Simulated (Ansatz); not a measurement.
# Ta4H: the cost of one run

Method: DFT PBEsol, scalar-relativistic, plane waves, PAW, in Ansatz 0.2.0.

3 further runs of the same task are left out: 3 set aside as unsound or not needed. Runs told in other sessions of the task aren't counted.

## (1) The system as given

Symmetry: P3m1, No. 156, trigonal system. The conventional cell has a = 2.953 Å, b = 2.953 Å, c = 24.232 Å, α = 90.00°, β = 90.00°, γ = 120.00°. Ta (site symmetry 3m) has 9 Ta at 2.95 Å in its first shell of neighbours. Around Ta (site symmetry 3m) lie 12 Ta at 2.95 Å. Ta (site symmetry 3m) is surrounded by 12 Ta at 2.94 to 2.95 Å. Ta (site symmetry 3m) is surrounded by 9 Ta at 2.94 to 2.95 Å.

Coordinates:

```cif
data_structure
_symmetry_space_group_name_H-M 'P 1'
_symmetry_Int_Tables_number 1
_cell_length_a 2.9526
_cell_length_b 2.9526
_cell_length_c 24.2323
_cell_angle_alpha 90.000
_cell_angle_beta 90.000
_cell_angle_gamma 120.000
_cell_volume 182.95
loop_
_atom_site_label
_atom_site_type_symbol
_atom_site_fract_x
_atom_site_fract_y
_atom_site_fract_z
_atom_site_occupancy
Ta1 Ta 0.66667 0.33333 0.35077 1
Ta2 Ta 0.33333 0.66667 0.45026 1
Ta3 Ta 0.00000 0.00000 0.54964 1
Ta4 Ta 0.66667 0.33333 0.64860 1
```

Miller indices refer to the conventional cell of the relaxed bulk, Fm-3m (No. 225): a = 4.176 Å, b = 4.176 Å, c = 4.176 Å, α = 90.00°, β = 90.00°, γ = 90.00°.

This (111) slab, 7.2 Å thick as cut, with 17 Å of vacuum; its outer planes are Ta (top) and Ta (bottom), was relaxed beforehand with its lower half held: -39222.4400 eV, work function 4.73 eV.

## (2) Start: H, top (Ta)

The input, input.yaml:

```yaml
crystal:
  lattice:
    - [2.952588334, 0.0, 0.0]
    - [-1.476294167, 2.5570165042, 0.0]
    - [0.0, 0.0, 26.2323348389]
  atoms:
    - { symbol: Ta, position: [0.6666666667, 0.3333333333, 0.3240275809] }
    - { symbol: Ta, position: [0.3333333333, 0.6666666667, 0.415928599] }
    - { symbol: Ta, position: [0.0, 0.0, 0.5077378576] }
    - { symbol: Ta, position: [0.6666666667, 0.3333333333, 0.5991526892] }
    - { symbol: H, position: [0.6666666667, 0.3333333333, 0.6761568908] }
basis:
  ecutwfc: 420
kpoints:
  mp_grid: { grid: [12, 12, 1] }
hamiltonian:
  xc: pbesol
scf:
  occupations: { method: gaussian, width: 0.1 }
output:
  forces: true
  eigenvalues: true
  write_density: true
  write_potential: true
  elf: true
  volumetric_format: npy
relax:
  adjacent_minimum: "off"
  f_tol: 0.03
  max_steps: 70
  constraints: [{ sites: [0, 1] }]
efield:
  axis: 3
  dipole_correction: true
  ramp_width: 0.04
```

The run is started by

```console
$ ansatz run input.yaml --threads 2 --pin off --max-ram 5120MiB --backend cpu --events-out ev --progress --plain --runs-dir out
```

**Question.** How long does this run take on 2 threads of Arm Neoverse V1, shared host, and how much memory does it need?

About 34 s, with a peak of 0.44 GiB.
